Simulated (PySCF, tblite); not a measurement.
# CH11BrOSi5: geometry, infrared bands and NMR shifts

Aim: predict the infrared bands and NMR shifts of CH11BrOSi5 (`[SiH3]O[SiH2][Si]1(Br)[SiH2]C[SiH2]1`).

Computed with tblite 0.8.0 and PySCF 2.14.0, with density-fitted response routines of our own, on a single molecule in the gas phase. Atoms are numbered from 0 throughout.

### 1 Starting geometry

19 atoms, charge 0, multiplicity 1; geometry from: force field or distance geometry start.

Bonds of the start (Å): Si0–O1 1.74, O1–Si2 1.71, Si2–Si3 2.21, Si3–Br4 2.25, Si3–Si5 2.22, Si5–C6 1.87, C6–Si7 1.89, Si7–Si3 2.21, Si0–H8 1.47, Si0–H9 1.46, Si0–H10 1.47, Si2–H11 1.47, Si2–H12 1.47, Si5–H13 1.47, Si5–H14 1.46, C6–H15 1.11, C6–H16 1.11, Si7–H17 1.45, Si7–H18 1.46.

### 2 Geometry optimisation with GFN2-xTB

Job settings and geometry (Å):

```
{"job": {"kind": "relax", "xc": "GFN2-xTB", "basis": "xTB"}, "charge": 0, "multiplicity": 1}
Si     3.582300     0.874500    -0.478200
O      2.005400     0.433500    -1.067300
Si     1.517100    -0.946900    -0.178900
Si    -0.592700    -0.892100     0.468900
Br    -1.225800    -2.439600     1.976800
Si    -2.146000    -0.710100    -1.106900
C     -3.159600     0.251800     0.142400
Si    -1.550100     1.094300     0.651200
H      3.509300     1.974400     0.499300
H      4.431200     1.350900    -1.568500
H      4.279500    -0.278100     0.118000
H      1.748900    -2.129200    -1.015800
H      2.358400    -1.052600     1.018900
H     -2.759500    -1.984200    -1.494500
H     -1.727500     0.151300    -2.212100
H     -3.877100     0.935800    -0.353700
H     -3.606200    -0.357700     0.953600
H     -1.642600     1.641400     1.995900
H     -1.154900     2.091700    -0.341300
```

Run with:

```sh
$ OMP_NUM_THREADS=1 python probes_run.py task.json out
```

The driver reads the jobs from task.json and runs them one after another.

Log:

```text
step      E/eV     max force
  0    -668.70439    3.090
  1    -669.11111    2.178
  2    -669.39702    1.305
  3    -669.58662    1.377
  4    -669.80644    0.971
  5    -669.94870    0.835
  6    -670.05882    0.832
  7    -670.13616    0.611
  8    -670.20736    0.555
  9    -670.28631    0.673
 10    -670.36095    0.690
 11    -670.43517    0.665
 12    -670.50615    0.476
 13    -670.54643    0.411
 14    -670.57478    0.332
 15    -670.60896    0.397
 16    -670.63552    0.386
 17    -670.65500    0.322
 18    -670.67253    0.276
 19    -670.68809    0.307
 20    -670.70468    0.313
 21    -670.71994    0.276
 22    -670.73245    0.302
 23    -670.74340    0.258
 24    -670.75097    0.188
 25    -670.75564    0.143
 26    -670.75896    0.145
 27    -670.76202    0.122
 28    -670.76547    0.154
 29    -670.76937    0.146
 30    -670.77355    0.156
 31    -670.77837    0.185
 32    -670.78434    0.179
 33    -670.79099    0.175
 34    -670.79704    0.171
 35    -670.80200    0.135
 36    -670.80598    0.143
 37    -670.80949    0.169
 38    -670.81247    0.129
 39    -670.81437    0.101
 40    -670.81566    0.110
 41    -670.81697    0.113
 42    -670.81832    0.107
 43    -670.81935    0.073
 44    -670.82008    0.095
 45    -670.82084    0.077
 46    -670.82254    0.093
 47    -670.82491    0.115
 48    -670.82778    0.103
 49    -670.82988    0.087
 50    -670.83125    0.079
 51    -670.83255    0.093
 52    -670.83475    0.113
 53    -670.83814    0.160
 54    -670.84204    0.164
 55    -670.84525    0.151
 56    -670.84766    0.121
 57    -670.85005    0.123
 58    -670.85300    0.116
 59    -670.85598    0.110
 60    -670.85813    0.158
 61    -670.86051    0.137
 62    -670.86289    0.111
 63    -670.86805    0.134
 64    -670.87020    0.112
 65    -670.87317    0.117
 66    -670.87517    0.130
 67    -670.87760    0.145
 68    -670.88151    0.133
 69    -670.88581    0.117
 70    -670.88863    0.096
 71    -670.89077    0.092
 72    -670.89237    0.086
 73    -670.89386    0.111
 74    -670.89586    0.119
 75    -670.89900    0.123
 76    -670.90199    0.133
 77    -670.90356    0.117
 78    -670.90463    0.133
 79    -670.90579    0.125
 80    -670.90731    0.116
 81    -670.90946    0.141
 82    -670.91117    0.098
 83    -670.91224    0.063
 84    -670.91285    0.054
 85    -670.91362    0.073
 86    -670.91481    0.088
 87    -670.91658    0.128
 88    -670.91855    0.110
 89    -670.92027    0.099
 90    -670.92118    0.111
 91    -670.92146    0.110
 92    -670.92260    0.054
 93    -670.92315    0.056
 94    -670.92409    0.081
 95    -670.92509    0.077
 96    -670.92647    0.074
 97    -670.92770    0.073
 98    -670.92871    0.059
 99    -670.92967    0.070
100    -670.93071    0.094
101    -670.93184    0.126
102    -670.93307    0.095
103    -670.93429    0.089
104    -670.93541    0.088
105    -670.93678    0.100
106    -670.93790    0.103
107    -670.93881    0.069
108    -670.93968    0.105
109    -670.94018    0.145
110    -670.94174    0.108
111    -670.94263    0.077
112    -670.94384    0.058
113    -670.94462    0.079
114    -670.94621    0.104
115    -670.94799    0.134
116    -670.94942    0.131
117    -670.94995    0.101
118    -670.95052    0.068
119    -670.95089    0.042
120    -670.95121    0.045
121    -670.95141    0.039
122    -670.95158    0.031
123    -670.95183    0.026
124    -670.95208    0.021
125    -670.95226    0.019
126    -670.95235    0.021
127    -670.95240    0.016
128    -670.95246    0.016
129    -670.95252    0.018
130    -670.95258    0.019
131    -670.95265    0.017
132    -670.95272    0.016
133    -670.95278    0.017
134    -670.95283    0.016
135    -670.95288    0.017
136    -670.95295    0.019
137    -670.95305    0.018
138    -670.95315    0.024
139    -670.95326    0.025
140    -670.95336    0.020
141    -670.95347    0.019
142    -670.95360    0.024
143    -670.95372    0.026
144    -670.95385    0.030
145    -670.95403    0.033
146    -670.95429    0.045
147    -670.95464    0.054
148    -670.95501    0.042
149    -670.95529    0.032
150    -670.95546    0.023
151    -670.95556    0.022
152    -670.95563    0.019
153    -670.95570    0.015
154    -670.95576    0.020
155    -670.95584    0.020
156    -670.95591    0.020
157    -670.95597    0.013
158    -670.95600    0.009
```

Run time: 2.2 s. Hardware: 1 thread of Arm Neoverse V2, shared host.

Along the way: (not every step is listed)

| step | energy from step 0 (eV) | largest force (eV/Å) |
| --- | --- | --- |
| 0 | 0.0000 | 3.0899 |
| 1 | -0.4067 | 2.1782 |
| 2 | -0.6926 | 1.3051 |
| 3 | -0.8822 | 1.3767 |
| 4 | -1.1020 | 0.9710 |
| 5 | -1.2443 | 0.8348 |
| 6 | -1.3544 | 0.8324 |
| 7 | -1.4318 | 0.6109 |
| 8 | -1.5030 | 0.5548 |
| 22 | -2.0281 | 0.3016 |
| 36 | -2.1016 | 0.1428 |
| 50 | -2.1269 | 0.0788 |
| 64 | -2.1658 | 0.1116 |
| 78 | -2.2002 | 0.1327 |
| 92 | -2.2182 | 0.0537 |
| 106 | -2.2335 | 0.1033 |
| 120 | -2.2468 | 0.0449 |
| 134 | -2.2484 | 0.0156 |
| 148 | -2.2506 | 0.0418 |
| 153 | -2.2513 | 0.0150 |
| 154 | -2.2514 | 0.0199 |
| 155 | -2.2514 | 0.0201 |
| 156 | -2.2515 | 0.0202 |
| 157 | -2.2516 | 0.0133 |
| 158 | -2.2516 | 0.0093 |

Distances of close pairs at the start and the end, largest changes first:

| bond | before (Å) | after (Å) | change (Å) |
| --- | --- | --- | --- |
| Si3–Si7 | 2.213 | 2.383 | +0.170 |
| Si3–Si5 | 2.220 | 2.383 | +0.163 |
| Si0–O1 | 1.740 | 1.615 | -0.125 |
| Si2–Si3 | 2.208 | 2.300 | +0.092 |
| O1–Si2 | 1.713 | 1.631 | -0.081 |
| Si3–Br4 | 2.252 | 2.314 | +0.062 |
| Si5–C6 | 1.874 | 1.928 | +0.053 |
| C6–Si7 | 1.887 | 1.928 | +0.041 |

The final coordinates are the input of the step that follows.

### 3 Vibrational analysis with GFN2-xTB

Job settings and geometry (Å):

```
{"job": {"kind": "ir", "xc": "GFN2-xTB", "basis": "xTB"}, "charge": 0, "multiplicity": 1}
Si     2.715899     1.147551    -1.020207
O      1.890654    -0.055172    -0.325885
Si     1.743892    -1.476021     0.462234
Si    -0.540265    -1.290077     0.656793
Br    -1.268225    -3.141662     1.837574
Si    -1.923405    -0.774096    -1.214469
C     -2.188259     0.945892    -0.385610
Si    -1.505882     0.754806     1.407505
H      2.240089     2.351704    -0.343868
H      2.341111     1.098149    -2.430487
H      4.145058     0.930342    -0.821909
H      2.315171    -2.522525    -0.392536
H      2.561320    -1.399374     1.677937
H     -3.200376    -1.474878    -1.395963
H     -1.305274    -0.672697    -2.542859
H     -1.619548     1.707450    -0.919094
H     -3.222844     1.280542    -0.417167
H     -2.590809     0.751645     2.395752
H     -0.598108     1.847670     1.779963
```

Log:

```text
mode    cm-1     km/mol
  1     -29.9      0.15
  2      16.5      0.11
  3      24.6      0.49
  4      48.4      0.74
  5      57.1      0.65
  6      65.7      1.85
  7      78.9      3.16
  8      85.5      7.61
  9      99.7     13.82
 10     136.7      6.16
 11     215.3      9.32
 12     314.9      0.58
 13     317.4      7.80
 14     322.3     11.52
 15     335.8     20.70
 16     386.4      0.08
 17     425.3     22.34
 18     483.4     10.03
 19     494.1      0.38
 20     516.5     47.43
 21     545.5     16.54
 22     555.2      0.58
 23     586.2      2.74
 24     599.9    125.27
 25     616.8     70.44
 26     619.4     68.29
 27     650.3     39.67
 28     697.2    833.37
 29     718.6     70.58
 30     728.6    606.14
 31     772.8    171.32
 32     776.8     22.41
 33     788.1    562.99
 34     795.9    161.08
 35     804.3    212.10
 36     827.5    445.91
 37     965.7      1.16
 38    1077.0    521.09
 39    1109.4     68.49
 40    1470.5      1.21
 41    2171.4    206.02
 42    2190.7    162.71
 43    2196.5    593.46
 44    2203.6    175.69
 45    2211.2    232.56
 46    2216.0    242.50
 47    2275.5    331.64
 48    2281.4    327.68
 49    2295.6    176.64
 50    2978.9     20.54
 51    3006.1     11.33
```

Run time: 1.4 s. Hardware: 1 thread of Arm Neoverse V2, shared host.

Which atoms move in the most intense modes:

| cm⁻¹ | km/mol | atoms |
| --- | --- | --- |
| 697 | 833.4 | H12 24 %, H11 24 %, C6 13 % |
| 729 | 606.1 | C6 19 %, H11 14 %, H12 14 % |
| 788 | 563.0 | H10 28 %, H13 14 %, H14 14 %, H17 11 % |
| 828 | 445.9 | H8 25 %, H9 24 %, H10 21 %, Si0 12 % |
| 1077 | 521.1 | O1 79 %, Si0 11 % |
| 2196 | 593.5 | H14 43 %, H18 41 % |
| 2276 | 331.6 | H8 85 % |
| 2281 | 327.7 | H9 70 %, H10 24 % |

### 4 Shielding tensors: PBE0/pcSseg-1

Settings changed since step 3:

```diff
@@ -1,2 +1,2 @@
-{"job": {"kind": "ir", "xc": "GFN2-xTB", "basis": "xTB"}, "charge": 0, "multiplicity": 1}
+{"job": {"kind": "nmr", "xc": "PBE0", "basis": "pcSseg-1"}, "charge": 0, "multiplicity": 1}
 Si     2.715899     1.147551    -1.020207
```

Level: GIAO PBE0/pcSseg-1 NMR shielding, non-relativistic, gas phase.

Log:

```text
coarse grid: 76944 points
cycle   1  E = -4140.1535986274  dE = -6.863e-01  |g| = 1.068e+00  |ddm| = 4.212e+00
cycle   2  E = -4139.9055547255  dE =  2.480e-01  |g| = 1.420e+00  |ddm| = 1.933e+00
cycle   3  E = -4140.2802534890  dE = -3.747e-01  |g| = 2.848e-01  |ddm| = 1.575e+00
cycle   4  E = -4140.2937633846  dE = -1.351e-02  |g| = 5.921e-02  |ddm| = 2.797e-01
cycle   5  E = -4140.2944489082  dE = -6.855e-04  |g| = 3.012e-02  |ddm| = 9.528e-02
cycle   6  E = -4140.2946856578  dE = -2.367e-04  |g| = 3.212e-03  |ddm| = 3.450e-02
cycle   7  E = -4140.2946872147  dE = -1.557e-06  |g| = 9.689e-04  |ddm| = 5.064e-03
final grid: 154216 points
cycle   8  E = -4140.2946807779  dE =  2.894e-08  |g| = 1.089e-03  |ddm| = 3.644e-03
cycle   9  E = -4140.2946805094  dE =  2.685e-07  |g| = 1.434e-03  |ddm| = 3.884e-03
cycle  10  E = -4140.2946811618  dE = -6.523e-07  |g| = 1.919e-04  |ddm| = 2.200e-03
cycle  11  E = -4140.2946811690  dE = -7.283e-09  |g| = 2.064e-05  |ddm| = 1.835e-04
cycle  12  E = -4140.2946811691  dE = -9.095e-11  |g| = 6.341e-06  |ddm| = 2.776e-05
converged SCF energy = -4140.2946811691

GIAO shielding tensors (ppm)
atom      isotropic    diamagn.    paramagn.     s11        s22        s33       span
  0 Si     388.889     880.602    -491.713    352.407    353.269    460.993    108.586
  1 O      343.049     401.134     -58.085    266.026    379.453    383.667    117.641
  2 Si     375.159     879.670    -504.511    337.530    340.998    446.950    109.420
  3 Si     332.943     879.531    -546.588    255.782    344.850    398.198    142.415
  4 Br    2767.520    3124.308    -356.788   2577.387   2833.872   2891.301    313.914
  5 Si     385.082     880.711    -495.629    332.196    364.290    458.760    126.564
  6 C      193.723     259.283     -65.559    176.608    193.876    210.686     34.078
  7 Si     385.986     880.855    -494.869    333.233    365.394    459.330    126.097
  8 H       26.601      30.408      -3.807     22.660     25.746     31.397      8.738
  9 H       26.613      29.834      -3.221     22.934     25.203     31.702      8.769
 10 H       26.651      28.111      -1.459     23.042     24.845     32.066      9.024
 11 H       26.124      28.210      -2.087     22.499     25.464     30.408      7.909
 12 H       26.128      28.435      -2.307     22.564     25.533     30.286      7.722
 13 H       26.714      29.705      -2.991     23.776     24.916     31.451      7.676
 14 H       26.708      30.004      -3.296     23.994     24.395     31.735      7.742
 15 H       30.854      33.476      -2.622     27.182     27.907     37.475     10.293
 16 H       30.966      29.359       1.607     25.660     27.120     40.117     14.457
 17 H       26.726      29.874      -3.148     23.795     24.871     31.512      7.717
 18 H       26.726      30.351      -3.626     24.099     24.467     31.611      7.512
```

It took 68 s on 1 thread of Arm Neoverse V2, shared host; peak memory 1.3 GiB.

The references, computed at this level on geometries of the same kind, shield at (ppm): ¹H TMS 31.72, ¹³C TMS 186.9, ²⁹Si TMS 349.2, ¹⁷O H2O 336.1, ⁷⁹Br HBr 2622. Their shielding less the atom's gives the shift. The references are single molecules in the gas phase, so shifts against H2O, NH3, PH3, H3PO4 or CFCl3 are not on the usual liquid scales and can be off by tens of ppm. Atoms listed in one row are averaged.

| atoms | environment | σ (ppm) | δ (ppm) | δ scaled to CDCl3 |
| --- | --- | --- | --- | --- |
| C6 | sp3 CH2 bonded to 2 Si | 193.7 | -6.8 | -8.5 |
| H11, H12 | hydrogen on a silicon bonded to O, Si | 26.13 | 5.59 | – |
| H8, H9, H10 | hydrogen on a silicon bonded to O | 26.62 | 5.10 | – |
| H14, H18 | hydrogen on a silicon bonded to C, Si, in a 4-membered ring | 26.72 | 5.00 | – |
| H13, H17 | hydrogen on a silicon bonded to C, Si, in a 4-membered ring | 26.72 | 5.00 | – |
| H15 | hydrogen on an sp3 CH2 bonded to 2 Si | 30.85 | 0.86 | 0.92 |
| H16 | hydrogen on an sp3 CH2 bonded to 2 Si | 30.97 | 0.75 | 0.81 |
| Si3 | silicon bonded to Br, 3 Si, in a 4-membered ring | 332.9 | 16.2 | – |
| Si2 | silicon bonded to O, Si, 2 H | 375.2 | -26.0 | – |
| Si5, Si7 | silicon bonded to C, Si, 2 H, in a 4-membered ring | 385.5 | -36.4 | – |
| Si0 | silicon bonded to O, 3 H | 388.9 | -39.7 | – |
| O1 | oxygen bonded to 2 Si | 343.0 | -7.0 | – |
| Br4 | bromine bonded to Si | 2768 | -145 | – |

The scaled column applies a straight-line fit of computed shieldings to shifts measured in CDCl3, with any fitted terms for Cl, Br or S neighbours (root-mean-square error 0.16 ppm for H, 1.9 ppm for C).

The run also stored atomic charges by several schemes (e):

| atoms | Mulliken | IAO | Hirshfeld | ESP fit |
| --- | --- | --- | --- | --- |
| Si0 | 0.74 | 0.89 | 0.40 | 0.58 |
| O1 | -0.75 | -0.90 | -0.30 | -0.37 |
| Si2 | 0.75 | 0.77 | 0.32 | 0.55 |
| Si3 | -0.12 | 0.11 | 0.10 | -0.28 |
| Br4 | -0.39 | -0.29 | -0.17 | -0.15 |
| Si5, Si7 | 0.50 | 0.49 | 0.25 | 0.43 |
| C6 | -0.87 | -0.81 | -0.25 | -0.51 |

Mayer bond orders: Si0–O1 0.91, O1–Si2 0.88, Si2–Si3 0.84, Si3–Br4 0.81, Si3–Si5 0.81, Si5–C6 0.90, C6–Si7 0.90, Si7–Si3 0.81.

Ring of atoms Si3, Si5, C6, Si7: NICS(0) 1.7, NICS(1) -0.6, NICS(1)zz 5.5 ppm (means of both faces).

### 5 Summary of results

| quantity | value |
| --- | --- |
| strongest single infrared mode (GFN2-xTB) | 697 cm⁻¹, 833 km/mol |
| zero-point energy (GFN2-xTB) | 66.0 kcal/mol |
| ¹³C shifts against TMS (PBE0/pcSseg-1) | -6.8 ppm |
| ¹H shifts against TMS (PBE0/pcSseg-1, means over atoms taken as alike) | 5.59, 5.10, 5.00, 5.00, 0.86, 0.75 ppm |
| ²⁹Si shifts against TMS (PBE0/pcSseg-1, means over atoms taken as alike) | 16.2, -26.0, -36.4, -39.7 ppm |
| ¹⁷O shifts against H2O (PBE0/pcSseg-1) | -7.0 ppm |
| ⁷⁹Br shifts against HBr (PBE0/pcSseg-1) | -145 ppm |

What this shows: The optimisation took 158 steps and gained 2.252 eV; among the close pairs (by a distance rule), Si3–Si7 changed most, from 2.213 to 2.383 Å. The lowest mode is imaginary (30i cm⁻¹), so the xTB geometry is not a minimum. The strongest single mode, at 697 cm⁻¹, is spread over many atoms; the largest shares are those of H12, H11. GFN2-xTB is a fitted tight-binding method: band positions and strengths are rough. Its intensities can rank the bands wrongly. At PBE0/pcSseg-1: The largest span, 314 ppm, is at Br4, where the paramagnetic term is -357 ppm. Spin-orbit coupling is left out, which matters for shieldings and couplings at and beside the heavy atoms.
